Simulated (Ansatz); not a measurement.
# GaSi62: the cost of one run

Program: Ansatz 0.2.0. Level of theory: DFT PBE+D3(BJ), plane waves, PAW, scalar-relativistic, collinear spin. These are calculated values, not measurements.

## 1. The starting structure

The cell holds 63 atoms (GaSi62): a = 10.860 Å, b = 10.860 Å, c = 10.860 Å, α = 90.00°, β = 90.00°, γ = 90.00°.

The coordinates stand in the first input below.

## 2. Relaxing end A

input.yaml reads:

```yaml
crystal:
  lattice:
    - [10.86, 0.0, 0.0]
    - [0.0, 10.86, 0.0]
    - [0.0, 0.0, 10.86]
  atoms:
    - { symbol: Si, position: [0.5006541, 0.0011071, 0.0010085] }
    - { symbol: Si, position: [0.6268482, 0.1267947, 0.1277209] }
    - { symbol: Si, position: [0.7515876, 0.2513914, -0.0046208] }
    - { symbol: Si, position: [0.8764474, 0.3766199, 0.12029] }
    - { symbol: Si, position: [0.7553567, -0.0013888, 0.2484737] }
    - { symbol: Si, position: [0.8727183, 0.1219718, 0.3786642] }
    - { symbol: Si, position: [0.0018783, -0.0013202, -0.001932] }
    - { symbol: Si, position: [0.1320298, 0.1284222, 0.119943] }
    - { symbol: Si, position: [0.2543615, 0.2498163, 0.0002506] }
    - { symbol: Si, position: [0.3784083, 0.3731599, 0.123881] }
    - { symbol: Si, position: [0.5012652, 0.5082009, 0.0013006] }
    - { symbol: Si, position: [0.6245452, 0.6263778, 0.1288693] }
    - { symbol: Si, position: [0.7512219, 0.7565962, 0.0086953] }
    - { symbol: Si, position: [0.8742745, 0.877623, 0.1299601] }
    - { symbol: Si, position: [0.2496257, 0.0057277, 0.2468886] }
    - { symbol: Si, position: [0.3764139, 0.1248469, 0.3802192] }
    - { symbol: Si, position: [0.4964401, 0.2495639, 0.2505375] }
    - { symbol: Si, position: [0.6188369, 0.3754939, 0.3740254] }
    - { symbol: Si, position: [0.7473139, 0.4944014, 0.2498801] }
    - { symbol: Si, position: [0.8753352, 0.6254656, 0.3794735] }
    - { symbol: Si, position: [0.499312, -0.0026182, 0.4970743] }
    - { symbol: Si, position: [0.6227882, 0.1286994, 0.6250432] }
    - { symbol: Si, position: [0.7505972, 0.2486407, 0.4989352] }
    - { symbol: Si, position: [0.8737945, 0.3762294, 0.6289782] }
    - { symbol: Si, position: [0.7500755, 0.0004498, 0.7503069] }
    - { symbol: Si, position: [0.8733485, 0.1236604, 0.8777635] }
    - { symbol: Si, position: [2.8e-06, 0.5026249, 0.0003444] }
    - { symbol: Si, position: [0.1265269, 0.6287259, 0.1241763] }
    - { symbol: Si, position: [0.2537106, 0.7476453, -0.0022931] }
    - { symbol: Si, position: [0.3716497, 0.8730267, 0.1265712] }
    - { symbol: Si, position: [-0.0005297, 0.2508559, 0.247823] }
    - { symbol: Si, position: [0.1272526, 0.375976, 0.3731912] }
    - { symbol: Si, position: [0.255047, 0.4981402, 0.2492606] }
    - { symbol: Si, position: [0.3734363, 0.6252332, 0.3746973] }
    - { symbol: Si, position: [0.5018319, 0.7456965, 0.2479699] }
    - { symbol: Si, position: [0.6210976, 0.8724549, 0.3767644] }
    - { symbol: Si, position: [-0.0005114, 0.0021779, 0.5025535] }
    - { symbol: Si, position: [0.126069, 0.1228056, 0.6281206] }
    - { symbol: Si, position: [0.2497306, 0.2500412, 0.4996226] }
    - { symbol: Si, position: [0.3750463, 0.3719306, 0.6222872] }
    - { symbol: Si, position: [0.5032865, 0.4988044, 0.501848] }
    - { symbol: Si, position: [0.6239311, 0.6248052, 0.6252308] }
    - { symbol: Si, position: [0.7497312, 0.7496293, 0.4989346] }
    - { symbol: Si, position: [0.8715368, 0.8758099, 0.6259606] }
    - { symbol: Si, position: [0.2466028, -0.0001517, 0.7480316] }
    - { symbol: Si, position: [0.3763162, 0.1198617, 0.8722611] }
    - { symbol: Si, position: [0.5003892, 0.2504601, 0.7542456] }
    - { symbol: Si, position: [0.6302257, 0.3755233, 0.8768057] }
    - { symbol: Si, position: [0.752637, 0.491159, 0.7474398] }
    - { symbol: Si, position: [0.8768776, 0.6223322, 0.8791185] }
    - { symbol: Si, position: [0.0052201, 0.75055, 0.2519098] }
    - { symbol: Si, position: [0.1214355, 0.8804638, 0.3776475] }
    - { symbol: Si, position: [-0.0042976, 0.4950942, 0.5035532] }
    - { symbol: Si, position: [0.1180441, 0.624393, 0.6289268] }
    - { symbol: Si, position: [0.2539241, 0.7480305, 0.5003028] }
    - { symbol: Si, position: [-0.0018063, 0.2472309, 0.7506544] }
    - { symbol: Si, position: [0.1166446, 0.3773952, 0.8779495] }
    - { symbol: Si, position: [0.2486431, 0.497373, 0.7522618] }
    - { symbol: Si, position: [0.3775078, 0.6294985, 0.8738203] }
    - { symbol: Ga, position: [0.4986724, 0.7512548, 0.7518448], spin: 1.0 }
    - { symbol: Si, position: [0.6275248, 0.8738522, 0.8780312] }
    - { symbol: Si, position: [-0.0005955, 0.7529723, 0.7509774] }
    - { symbol: Si, position: [0.1277055, 0.8785775, 0.8756896] }
magnetization:
  spin_polarized: true
basis:
  ecutwfc: 420.0
kpoints:
  mp_grid: { grid: [1, 1, 1] }
hamiltonian:
  xc: pbe
  dispersion: d3bj
  pseudopotentials: { kind: paw, azcp: { folder: soft_1 } }
scf:
  occupations: { method: gaussian, width: 0.02 }
  lower_state_search: "off"
relax:
  f_tol: 0.03
  max_steps: 60
  adjacent_minimum: "off"
output:
  write_density: true
  write_potential: true
  elf: true
  volumetric_format: npy
```

Started as:

```sh
$ ansatz run input.yaml --threads 4 --pin off --max-ram 10240MiB --backend cpu --events-out ev --progress --plain --runs-dir out
```

Q: Estimate wall time and peak memory on 4 threads of Arm Neoverse V2, shared host.

About 2.2 min, with a peak of 1.7 GiB.
